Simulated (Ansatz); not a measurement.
**CH6AsGaO: up Jacob's ladder to CCSD(T)**

One table from this session's results is given with a row withheld; the runs are named, their logs left out.

The runs use Ansatz 0.2.0, Gaussian basis; functionals in def2-TZVPP, the program's frozen cores in correlated methods.

The runs, in order: LDA (SPW92), PBE-D4, revPBE-D4, BLYP-D4, r2SCAN-D4, B97M-V, PBE0-D4, B3LYP-D4, r2SCANh-D4, r2SCAN0-D4, HSE06-D4, BHLYP-D4, CAM-B3LYP-D4, LC-ωPBE, ωB97X-V, ωB97M-V, B2PLYP, PBE-QIDH; CCSD(T)/def2-SVP; MP2/def2-TZVPP; MP2/def2-QZVPP; RPA on PBE.

1 further run of the same task is left out (it didn't finish).

## Structure used throughout

All runs share one geometry, relaxed beforehand with PBE0-D4 in a triple-zeta def2 set.

SMILES `[GaH2][CH2]O[AsH2]`, 10 atoms, charge 0, spin multiplicity 1.

Atoms are counted from 1 here; the program's logs count them from 0.

Bond lengths: Ga1–C2 1.984 Å, Ga1–H5 1.569 Å, Ga1–H6 1.569 Å, C2–O3 1.437 Å, C2–H7 1.095 Å, C2–H8 1.095 Å, O3–As4 1.809 Å, As4–H9 1.535 Å, As4–H10 1.525 Å. Angles: C2–Ga1–H5 118.8°, C2–Ga1–H6 119.0°, H5–Ga1–H6 121.7°, Ga1–C2–O3 90.4°, Ga1–C2–H7 115.9°, Ga1–C2–H8 117.1°, O3–C2–H7 111.5°, O3–C2–H8 111.6°, H7–C2–H8 109.1°, C2–O3–As4 116.3°, O3–As4–H9 97.1°, O3–As4–H10 93.7°, H9–As4–H10 91.3°.

Set-up of the first run:

in.yaml reads:

```yaml
crystal:
  periodic: [false, false, false]
  atoms:
    - {symbol: Ga, position_ang: [0.278994, 1.916731, -0.525220]}
    - {symbol: C, position_ang: [-0.281348, 0.049032, -0.893317]}
    - {symbol: O, position_ang: [0.260111, -0.372562, 0.369764]}
    - {symbol: As, position_ang: [0.123880, -2.135300, 0.753057]}
    - {symbol: H, position_ang: [1.749681, 2.345418, -0.864007]}
    - {symbol: H, position_ang: [-0.693022, 2.861242, 0.265677]}
    - {symbol: H, position_ang: [-1.361270, -0.125856, -0.944752]}
    - {symbol: H, position_ang: [0.204736, -0.462442, -1.730067]}
    - {symbol: H, position_ang: [-1.202922, -2.059715, 1.521248]}
    - {symbol: H, position_ang: [0.921160, -2.016557, 2.047616]}
basis:
  gaussian: {orbitals: def2-TZVPP}
hamiltonian: {xc: lda}
output: {orbitals: {seedname: orbitals}}
```

The run is started by

```
ansatz run in.yaml --threads 2 --pin off --events-out ev --progress --plain --max-ram 4352MiB
```

Steps of the session up to this table: LDA; PBE-D4 (GGA); revPBE-D4 (GGA); BLYP-D4 (GGA); r2SCAN-D4 (meta-GGA); B97M-V (meta-GGA); B3LYP-D4 (hybrid); r2SCANh-D4 (hybrid); r2SCAN0-D4 (hybrid); HSE06-D4 (hybrid); BHLYP-D4 (hybrid); CAM-B3LYP-D4 (range-separated); LC-ωPBE (range-separated); ωB97X-V (range-separated); ωB97M-V (range-separated); B2PLYP (double hybrid); PBE-QIDH (double hybrid).

One of the session's tables, all rows but one given; the rest of the session is left out.

It belongs to the step «Orbital energies across the functionals». 

| functional | HOMO (eV) | LUMO (eV) | gap (eV) |
| --- | --- | --- | --- |
| LDA (SPW92) | -6.16 | -2.64 | 3.53 |
| PBE-D4 | -6.03 | -2.36 | 3.67 |
| revPBE-D4 | -5.97 | -2.23 | 3.74 |
| BLYP-D4 | ? | ? | ? |
| r2SCAN-D4 | -6.29 | -2.10 | 4.18 |
| B97M-V | -6.39 | -2.26 | 4.13 |
| PBE0-D4 | -7.23 | -1.50 | 5.73 |
| B3LYP-D4 | -7.03 | -1.75 | 5.28 |
| r2SCANh-D4 | -6.73 | -1.80 | 4.93 |
| r2SCAN0-D4 | -7.40 | -1.35 | 6.05 |
| HSE06-D4 | -6.83 | -1.87 | 4.96 |
| BHLYP-D4 | -8.33 | -0.65 | 7.67 |
| CAM-B3LYP-D4 | -8.55 | -0.54 | 8.00 |
| LC-ωPBE | -9.84 | 0.67 | 10.51 |
| ωB97X-V | -9.52 | 0.50 | 10.02 |
| ωB97M-V | -9.41 | 0.28 | 9.69 |

Q: Estimate the row for BLYP-D4 from the others.

Worked estimate for «HOMO (eV)». Against the share of exact exchange, B3LYP-D4 (0.2, -7.03), BHLYP-D4 (0.5, -8.33) give a slope of -4.33 per unit share; at 0 the line stands at -6.16.

As computed: HOMO (eV): -5.92; LUMO (eV): -2.27; gap (eV): 3.65. In «HOMO (eV)» the line misses by -0.24.
